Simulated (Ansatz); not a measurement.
**CH2BClOS: basis-set convergence**

How large a basis does CH2BClOS need? Two functionals are run in growing sets.

Program: Ansatz 0.2.0, Gaussian basis. Level of theory: one geometry, several basis sets. These are calculated values, not measurements.

The runs, in order: PBE0-D4/def2-SVP; ωB97M-V/def2-SVP; PBE0-D4/def2-QZVPP; ωB97M-V/def2-QZVPP; the functionals' def2-TZVPP values are taken from earlier runs.

### Step 1. The relaxed structure

The geometry comes from an earlier relaxation with PBE0-D4 in a triple-zeta def2 set; it is a stationary point, not always the lowest conformer.

7 atoms, charge 0, spin multiplicity 1.

Atoms are counted from 1 here; the program's logs count them from 0.

Bond lengths: O1–C2 1.203 Å, C2–B3 1.604 Å, C2–H6 1.118 Å, B3–S4 1.776 Å, B3–Cl5 1.734 Å, S4–H7 1.347 Å. Angles: O1–C2–B3 123.4°, O1–C2–H6 119.4°, B3–C2–H6 117.2°, C2–B3–S4 120.0°, C2–B3–Cl5 119.8°, S4–B3–Cl5 120.3°, B3–S4–H7 95.6°.

### Step 2. PBE0-D4 in def2-SVP

in.yaml

```yaml
crystal:
  periodic: [false, false, false]
  atoms:
    - {symbol: O, position_ang: [-1.321683, 1.400106, 0.828533]}
    - {symbol: C, position_ang: [-0.507218, 0.524668, 0.700497]}
    - {symbol: B, position_ang: [0.017922, 0.007270, -0.724467]}
    - {symbol: S, position_ang: [1.220812, -1.297123, -0.806603]}
    - {symbol: Cl, position_ang: [-0.593266, 0.725444, -2.180144]}
    - {symbol: H, position_ang: [-0.082107, 0.032936, 1.610474]}
    - {symbol: H, position_ang: [1.326740, -1.461403, 0.526009]}
basis:
  gaussian: {orbitals: def2-SVP}
hamiltonian: {xc: pbe0, dispersion: d4}
output: {orbitals: {seedname: orbitals}}
```

Launch:

```
$ ansatz run in.yaml --threads 2 --pin off --events-out ev --progress --plain --max-ram 4352MiB
```

Further steps of the session: ωB97M-V in def2-SVP; PBE0-D4 in def2-QZVPP; ωB97M-V in def2-QZVPP.

Before running them: what should the planned runs give, taken together? Wanted: PBE0-D4: double and triple zeta above quadruple; ωB97M-V: double and triple zeta above quadruple.

The runs gave:

```
                                       quantity           value
PBE0-D4: double and triple zeta above quadruple  13.19, 0.89 eV
ωB97M-V: double and triple zeta above quadruple  13.19, 0.84 eV
```

PBE0-D4 gains 12.30 eV from double to triple zeta, then 0.89 eV more. These are total energies; as a rule much of such shifts cancels in differences, which this series doesn't test.
